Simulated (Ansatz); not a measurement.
**C2H5NSSi: up Jacob's ladder to CCSD(T)**

An exercise on one series of results from a longer session: the logs are not shown, and one member is left open.

The runs use Ansatz 0.2.0, Gaussian basis; functionals in def2-TZVPP, the program's frozen cores in correlated methods.

Plan: PBE-D4, r2SCAN-D4, PBE0-D4, B3LYP-D4, ωB97X-V, ωB97M-V, B2PLYP; CCSD(T)/def2-TZVPP; MP2/def2-QZVPP; extrapolation to the limit.

## The geometry

All runs share one geometry, relaxed beforehand with PBE0-D4 in a triple-zeta def2 set.

10 atoms, charge 0, spin multiplicity 1.

Atoms are counted from 1 here; the program's logs count them from 0.

Bond lengths: C1–Si2 1.853 Å, C1–H6 1.092 Å, C1–H7 1.092 Å, C1–H8 1.092 Å, Si2–S3 2.126 Å, Si2–C4 1.857 Å, Si2–H9 1.481 Å, S3–H10 1.344 Å, C4–N5 1.152 Å. Angles: Si2–C1–H6 110.3°, Si2–C1–H7 110.2°, Si2–C1–H8 110.6°, H6–C1–H7 108.6°, H6–C1–H8 108.7°, H7–C1–H8 108.4°, C1–Si2–S3 108.5°, C1–Si2–C4 108.7°, C1–Si2–H9 113.5°, S3–Si2–C4 109.5°, S3–Si2–H9 111.5°, C4–Si2–H9 104.9°, Si2–S3–H10 94.6°, Si2–C4–N5 179.8°.

Set-up of the first run:

in.yaml

```yaml
crystal:
  periodic: [false, false, false]
  atoms:
    - {symbol: C, position_ang: [-1.045937, -1.069003, 0.163367]}
    - {symbol: Si, position_ang: [0.329007, 0.165112, 0.304949]}
    - {symbol: S, position_ang: [2.039812, -0.612240, -0.688836]}
    - {symbol: C, position_ang: [-0.200307, 1.743240, -0.517592]}
    - {symbol: N, position_ang: [-0.529058, 2.724370, -1.024562]}
    - {symbol: H, position_ang: [-0.774408, -1.997931, 0.669213]}
    - {symbol: H, position_ang: [-1.954541, -0.674405, 0.623147]}
    - {symbol: H, position_ang: [-1.258199, -1.290115, -0.884507]}
    - {symbol: H, position_ang: [0.638268, 0.547480, 1.701469]}
    - {symbol: H, position_ang: [2.838263, 0.412393, -0.343846]}
basis:
  gaussian: {orbitals: def2-TZVPP}
hamiltonian: {xc: pbe, dispersion: d4}
output: {forces: true, orbitals: {seedname: orbitals}}
```

Started as:

```console
ansatz run in.yaml --threads 4 --pin off --events-out ev --progress --plain --max-ram 10444MiB
```

Among the steps run: PBE-D4 (GGA); r2SCAN-D4 (meta-GGA); PBE0-D4 (hybrid); B3LYP-D4 (hybrid); ωB97X-V (range-separated); ωB97M-V (range-separated); B2PLYP (double hybrid); CCSD(T) in def2-TZVPP; MP2 in def2-QZVPP.

One of the session's tables, all rows but one given; the rest of the session is left out.

```
            method  atomisation energy (kJ/mol)
            PBE-D4                       3939.7
         r2SCAN-D4                       3854.0
           PBE0-D4                       3858.1
          B3LYP-D4                       3853.7
           ωB97X-V                            ?
           ωB97M-V                       3876.7
            B2PLYP                       3817.5
     HF/def2-TZVPP                       2746.9
    MP2/def2-TZVPP                       3819.1
   CCSD/def2-TZVPP                       3671.8
CCSD(T)/def2-TZVPP                       3742.2
           MP2/CBS                       3929.8
       CCSD(T)/CBS                       3853.0
```

**Question.** Estimate the row for ωB97X-V.

The run gave: atomisation energy (kJ/mol): 3874.0. In the column «atomisation energy (kJ/mol)» it lies between PBE0-D4 (3858.1) and ωB97M-V (3876.7).
